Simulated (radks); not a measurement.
# Ionisation of Nb: one atom, several choices of relativity

One table from this session's results is given with a row withheld; the runs are named, their logs left out.

Program: radks (a radial shooting solver on a logarithmic mesh, Libxc functionals) version 1. Level of theory: Kohn-Sham, PBE, spin-unpolarised, spherical densities. These are calculated values, not measurements, unless marked.

## The system

```
element       : niobium (Z = 41)
charge        : 0
electrons     : 41
configuration : [Kr] 4d4 5s1
ion           : Nb⁺, [Kr] 4d4
choices       : non-relativistic; scalar-relativistic; Dirac, 2j+1 shares; Dirac, low j first; scalar-relativistic, finite nucleus; Dirac, 2j+1 shares, finite nucleus; Dirac, c × 100; Dirac, c × 1.25; Dirac, c × 1.5
```

The first run:

Settings of this run:

```text
Z 41
configuration [Kr] 4d4 5s1 5p0 6s0
relativity non-relativistic
functional pbe,pbe
spin unpolarised
nucleus point
```

Among the steps run: non-relativistic: Nb.

One table of the session follows, with a row left open; its other results are not shown here.

It belongs to the step «non-relativistic: Nb». Sizes of the orbitals, from the radial functions (bohr):

| level | <r> | outermost maximum (interpolated) | 90 % within | nodes |
| --- | --- | --- | --- | --- |
| 3s | 0.4549 | 0.406 | 0.672 | 2 |
| 3p | 0.4509 | 0.394 | 0.681 | 1 |
| 3d | 0.4321 | 0.335 | 0.692 | 0 |
| 4s | ? | ? | ? | ? |
| 4p | 1.314 | 1.13 | 1.96 | 2 |
| 5s | 3.856 | 3.18 | 5.81 | 4 |
| 4d | 2.172 | 1.48 | 3.65 | 1 |
| 5p | 5.552 | 4.31 | 8.65 | 3 |

Estimate the missing values for 4s.

**Answer.** <r>: 1.187; outermost maximum (interpolated): 1.06; 90 % within: 1.73; nodes: 3. In the column «<r>» it lies between 3s (0.4549) and 4p (1.314).

Caveats from the session: Spin polarisation and multiplet splitting of open shells are left out at every level.
